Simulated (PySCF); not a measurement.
# C8H6N2: runs on many settings, part 2 of 2

PySCF 2.14.0. Atoms count from 0.

## (5) J couplings: BHandHLYP/6-31++G**

The job: settings as JSON, then the geometry in Å.

```
{"job": {"kind": "j", "xc": "BHandHLYP", "basis": "6-31++G**"}, "charge": 0, "multiplicity": 1}
C      1.393606     1.331262    -0.735834
C      1.257051     0.128957    -0.168642
C      2.410357    -0.550405     0.306232
N      3.340045    -1.091839     0.699652
C     -0.019050    -0.595936    -0.023537
C     -0.060870    -1.929542    -0.076485
C     -1.247099     0.194628     0.180689
C     -1.310846     1.355072     0.840402
C     -2.438726    -0.371729    -0.344790
N     -3.399825    -0.820853    -0.776922
H      0.549289     1.869787    -1.132097
H      2.359792     1.796958    -0.832865
H      0.832109    -2.516264    -0.211461
H     -0.989093    -2.468025     0.013667
H     -2.247889     1.868720     0.974149
H     -0.436449     1.808155     1.276431
```

With the program's defaults for keys left out, this is: BHandHLYP/6-31++G** indirect spin-spin coupling, non-relativistic, gas phase.

Log:

```text
coarse grid: 14536 points
cycle   1  E = -417.5599677922  dE =  1.958e+00  |g| = 6.284e-01  |ddm| = 1.533e+01
cycle   2  E = -417.4059780206  dE =  1.540e-01  |g| = 1.086e+00  |ddm| = 1.124e+01
cycle   3  E = -417.6727970834  dE = -2.668e-01  |g| = 4.436e-02  |ddm| = 2.406e+00
cycle   4  E = -417.6734384267  dE = -6.413e-04  |g| = 2.430e-02  |ddm| = 1.428e+00
cycle   5  E = -417.6735969780  dE = -1.586e-04  |g| = 6.046e-03  |ddm| = 5.255e-01
cycle   6  E = -417.6736059953  dE = -9.017e-06  |g| = 2.426e-03  |ddm| = 6.042e-02
final grid: 143880 points
cycle   7  E = -417.6256728665  dE = -1.420e-05  |g| = 3.556e-03  |ddm| = 5.066e-01
cycle   8  E = -417.6256715792  dE =  1.287e-06  |g| = 4.348e-03  |ddm| = 5.853e-02
cycle   9  E = -417.6256764316  dE = -4.852e-06  |g| = 5.987e-04  |ddm| = 2.918e-02
cycle  10  E = -417.6256765018  dE = -7.015e-08  |g| = 2.802e-04  |ddm| = 7.623e-03
cycle  11  E = -417.6256765171  dE = -1.527e-08  |g| = 8.375e-05  |ddm| = 2.738e-03
cycle  12  E = -417.6256765194  dE = -2.306e-09  |g| = 1.814e-05  |ddm| = 1.223e-03
cycle  13  E = -417.6256765194  dE = -8.833e-11  |g| = 6.916e-06  |ddm| = 1.088e-04
converged SCF energy = -417.6256765194

Indirect spin-spin couplings (Hz)
  i      j    bonds     total        FC       PSO       DSO        SD
  0 C   10 H    1    192.586   192.161    -0.260     0.685         -
  0 C   11 H    1    191.111   190.686    -0.208     0.633         -
  0 C   12 H    4     -6.039    -6.049     0.271    -0.261         -
  0 C   13 H    4     -5.100    -5.057     0.307    -0.350         -
  0 C   14 H    5      1.903     1.979     0.110    -0.186         -
  0 C   15 H    5      2.303     2.127    -0.159     0.335         -
  1 C   10 H    2    -11.784   -10.000    -1.473    -0.311         -
  1 C   11 H    2    -13.078   -11.384    -1.335    -0.359         -
  1 C   12 H    3     11.548    11.520    -0.120     0.149         -
  1 C   13 H    3     14.713    14.877     0.226    -0.391         -
  1 C   14 H    4     -2.937    -2.815     0.136    -0.258         -
  1 C   15 H    4     -2.314    -2.514    -0.165     0.365         -
  2 C   10 H    3     15.305    15.419     0.289    -0.403         -
  2 C   11 H    3     11.599    11.413    -0.000     0.186         -
  2 C   12 H    4     -2.643    -2.870    -0.246     0.473         -
  2 C   13 H    4     -2.938    -2.866     0.160    -0.232         -
  2 C   14 H    5      0.822     0.880     0.154    -0.213         -
  2 C   15 H    5      0.997     0.942    -0.040     0.094         -
  3 N   10 H    4      1.240     1.142    -0.079     0.177         -
  3 N   11 H    4      1.847     1.659     0.123     0.065         -
  3 N   12 H    5     -0.559    -0.706     0.200    -0.054         -
  3 N   13 H    5     -0.561    -0.614    -0.055     0.108         -
  3 N   14 H    6      0.177     0.147    -0.066     0.096         -
  4 C   10 H    3     10.252    10.261    -0.146     0.137         -
  4 C   11 H    3     13.963    14.166     0.190    -0.392         -
  4 C   12 H    2    -12.274   -10.494    -1.469    -0.311         -
  4 C   13 H    2    -12.282   -10.502    -1.469    -0.311         -
  4 C   14 H    3     13.964    14.167     0.190    -0.392         -
  4 C   15 H    3     10.235    10.245    -0.145     0.135         -
  5 C   10 H    4     -6.259    -6.272     0.274    -0.262         -
  5 C   11 H    4     -5.910    -5.887     0.319    -0.342         -
  5 C   12 H    1    190.841   190.308    -0.177     0.710         -
  5 C   13 H    1    190.787   190.254    -0.177     0.710         -
  5 C   14 H    4     -5.914    -5.892     0.320    -0.342         -
  5 C   15 H    4     -6.261    -6.273     0.275    -0.262         -
  6 C   10 H    4     -2.314    -2.515    -0.166     0.367         -
  6 C   11 H    4     -2.934    -2.813     0.136    -0.258         -
  6 C   12 H    3     14.709    14.874     0.226    -0.391         -
  6 C   13 H    3     11.534    11.506    -0.120     0.148         -
  6 C   14 H    2    -13.118   -11.422    -1.339    -0.357         -
  6 C   15 H    2    -11.783    -9.999    -1.472    -0.311         -
  7 C   10 H    5      2.304     2.128    -0.159     0.336         -
  7 C   11 H    5      1.903     1.979     0.110    -0.185         -
  7 C   12 H    4     -5.104    -5.061     0.307    -0.350         -
  7 C   13 H    4     -6.041    -6.051     0.271    -0.261         -
  7 C   14 H    1    191.150   190.724    -0.206     0.633         -
  7 C   15 H    1    192.755   192.332    -0.262     0.684         -
  8 C   10 H    5      0.996     0.942    -0.040     0.095         -
  8 C   11 H    5      0.822     0.880     0.154    -0.212         -
  8 C   12 H    4     -2.939    -2.867     0.160    -0.232         -
  8 C   13 H    4     -2.642    -2.869    -0.246     0.473         -
  8 C   14 H    3     11.616    11.430    -0.001     0.187         -
  8 C   15 H    3     15.301    15.415     0.289    -0.403         -
  9 N   11 H    6      0.177     0.147    -0.066     0.096         -
  9 N   12 H    5     -0.561    -0.614    -0.055     0.108         -
  9 N   13 H    5     -0.559    -0.705     0.200    -0.054         -
  9 N   14 H    4      1.847     1.659     0.124     0.064         -
  9 N   15 H    4      1.241     1.142    -0.078     0.177         -
 10 H   11 H    2     -7.542    -6.760     2.528    -3.311         -
 10 H   12 H    5      2.162     2.513     0.762    -1.113         -
 10 H   13 H    5      2.218     2.535     0.708    -1.025         -
 10 H   14 H    6     -0.589    -0.548     0.100    -0.141         -
 10 H   15 H    6      0.295    -0.173    -0.892     1.361         -
 11 H   12 H    5      2.464     2.761     0.670    -0.967         -
 11 H   13 H    5      2.864     3.306     0.941    -1.382         -
 11 H   14 H    6     -1.083    -0.749     0.725    -1.059         -
 11 H   15 H    6     -0.589    -0.548     0.100    -0.140         -
 12 H   13 H    2     -8.290    -7.571     2.453    -3.172         -
 12 H   14 H    5      2.866     3.307     0.941    -1.382         -
 12 H   15 H    5      2.219     2.536     0.708    -1.025         -
 13 H   14 H    5      2.466     2.762     0.670    -0.966         -
 13 H   15 H    5      2.163     2.514     0.762    -1.113         -
 14 H   15 H    2     -7.453    -6.666     2.531    -3.318         -
```

Run time: 96 s. Hardware: 1 thread of Intel Xeon at 2.50GHz, shared host; peak memory 0.95 GiB.

The run ended normally, but its values are not to be used for the molecule: the state lies near a triplet instability (lowest triplet Hessian root 0.031 Eh), which can inflate the couplings, so they are set aside. Its HOMO lies at -8.46 eV, against -7.50 eV in step 4 (mPW1PW91/pcSseg-0), a different level, so the two don't compare directly.

## (6) Shielding tensors: HF/6-31++G**

The job, as its differences from that of step 5:

```diff
@@ -1,2 +1,2 @@
-{"job": {"kind": "j", "xc": "BHandHLYP", "basis": "6-31++G**"}, "charge": 0, "multiplicity": 1}
+{"job": {"kind": "nmr", "xc": "HF", "basis": "6-31++G**", "pop": true, "scf": {"level_shift": 0.1}, "grid": 3}, "charge": 0, "multiplicity": 1}
 C      1.393606     1.331262    -0.735834
```

Method: GIAO HF/6-31++G** NMR shielding, non-relativistic, gas phase.

Log:

```text
final grid: 199600 points
cycle   1  E = -415.0159813273  dE =  2.682e+00  |g| = 8.925e-01  |ddm| = 1.147e+01
cycle   2  E = -415.1831192250  dE = -1.671e-01  |g| = 6.420e-01  |ddm| = 1.102e+01
cycle   3  E = -415.2734791237  dE = -9.036e-02  |g| = 9.556e-02  |ddm| = 3.990e+00
cycle   4  E = -415.2777668555  dE = -4.288e-03  |g| = 2.793e-02  |ddm| = 5.091e+00
cycle   5  E = -415.2781475649  dE = -3.807e-04  |g| = 7.759e-03  |ddm| = 1.599e+00
cycle   6  E = -415.2781828950  dE = -3.533e-05  |g| = 2.996e-03  |ddm| = 5.486e-01
cycle   7  E = -415.2781877915  dE = -4.896e-06  |g| = 1.020e-03  |ddm| = 1.622e-01
cycle   8  E = -415.2781884301  dE = -6.386e-07  |g| = 3.208e-04  |ddm| = 4.090e-02
cycle   9  E = -415.2781885478  dE = -1.177e-07  |g| = 1.615e-04  |ddm| = 8.074e-03
cycle  10  E = -415.2781885826  dE = -3.481e-08  |g| = 7.502e-05  |ddm| = 3.216e-03
cycle  11  E = -415.2781885915  dE = -8.961e-09  |g| = 2.969e-05  |ddm| = 1.794e-03
cycle  12  E = -415.2781885928  dE = -1.223e-09  |g| = 1.407e-05  |ddm| = 6.107e-04
cycle  13  E = -415.2781885930  dE = -2.199e-10  |g| = 5.842e-06  |ddm| = 2.599e-04
level shift removed, Fock matrix diagonalised once more
converged SCF energy = -415.2781885930

GIAO shielding tensors (ppm)
atom      isotropic    diamagn.    paramagn.     s11        s22        s33       span
  0 C       67.835     249.052    -181.217    -57.768     75.666    185.607    243.375
  1 C       82.131     224.396    -142.264    -38.527    116.013    168.907    207.434
  2 C       91.557     283.065    -191.508    -22.886    -10.723    308.280    331.166
  3 N      -13.728     323.298    -337.026   -149.590   -132.482    240.888    390.478
  4 C       67.650     233.071    -165.421    -48.967     85.539    166.378    215.344
  5 C       79.858     237.437    -157.579    -28.614     84.605    183.582    212.196
  6 C       82.119     224.503    -142.383    -38.566    116.014    168.910    207.476
  7 C       67.824     249.046    -181.222    -57.854     75.732    185.592    243.446
  8 C       91.541     283.088    -191.547    -22.931    -10.725    308.278    331.209
  9 N      -13.657     323.280    -336.936   -149.432   -132.444    240.905    390.337
 10 H       25.731      31.943      -6.212     22.019     24.560     30.614      8.594
 11 H       25.559      25.839      -0.280     21.643     24.870     30.166      8.523
 12 H       25.835      28.367      -2.531     22.613     24.993     29.900      7.287
 13 H       25.839      28.354      -2.516     22.616     24.998     29.903      7.287
 14 H       25.556      25.849      -0.293     21.630     24.863     30.175      8.545
 15 H       25.726      31.910      -6.184     22.012     24.558     30.610      8.598
```

Run time: 48 s. Hardware: 1 thread of Intel Xeon at 2.50GHz, shared host; peak memory 0.87 GiB.

Key values: δ C4 135.9, C0 135.7, C5 123.7, C1 121.4, H11 6.75, H10 6.58 ppm (means over like atoms).

## (7) Side by side: NMR shifts

Isotropic shieldings (ppm) of some atoms, chosen among heavy atoms and hydrogens apart, means over like atoms, with basis size and wall time:

```
                                 run    C0    C4    C5    C2    H10    H12     N3  functions  time
mPW1PW91/pcSseg-0 in tetrahydrofuran  39.2  45.4  57.3  59.3  26.30  26.62  -38.2        102  27 s
                        HF/6-31++G**  67.8  67.6  79.9  91.5  25.73  25.84  -13.7        216  48 s
```

## (8) Results

What follows sums up all 2 parts.

| quantity | value |
| --- | --- |
| lowest singlet (PBE0/def2-SVPD) | 4.46 eV (278 nm), f = 0.023 |
| brightest single state of those computed | state 4, 6.09 eV, f = 0.392 |
| lowest triplet | 2.93 eV |
| shieldings of C, H (mPW1PW91/pcSseg-0, tetrahydrofuran, a mean where the table joins atoms) | C0 39.2, C4 45.4, C5 57.3, C2 59.3, C1 63.8, H11 26.1, H10 26.3, H12 26.6 ppm and more |
| range of the shielding of C2 | 59.3 to 91.5 ppm |
| property runs in this session | 5, of which 0 failed and 2 gave unsound results |

**Reading.** Single values in the summary come from the first run of each kind that ended normally (mPW1PW91/pcSseg-0; PBE0/def2-SVPD), which need not be the best level. The lowest singlet, at 4.46 eV, is HOMO→LUMO+1 0.96 and is weak; of the 12 states computed, the strongest absorption comes from state 4 at 6.09 eV. The lowest triplet lies 1.53 eV below the lowest singlet (triplets in Tamm-Dancoff, singlets in full TDDFT). At mPW1PW91/pcSseg-0: The widest tensor belongs to N3, N9: span 435 ppm, with a paramagnetic part of -359 ppm. Across the 2 runs the shielding of C2 (with its like atoms) moves most, between 59.3 (mPW1PW91/pcSseg-0 in tetrahydrofuran) and 91.5 ppm (HF/6-31++G**).
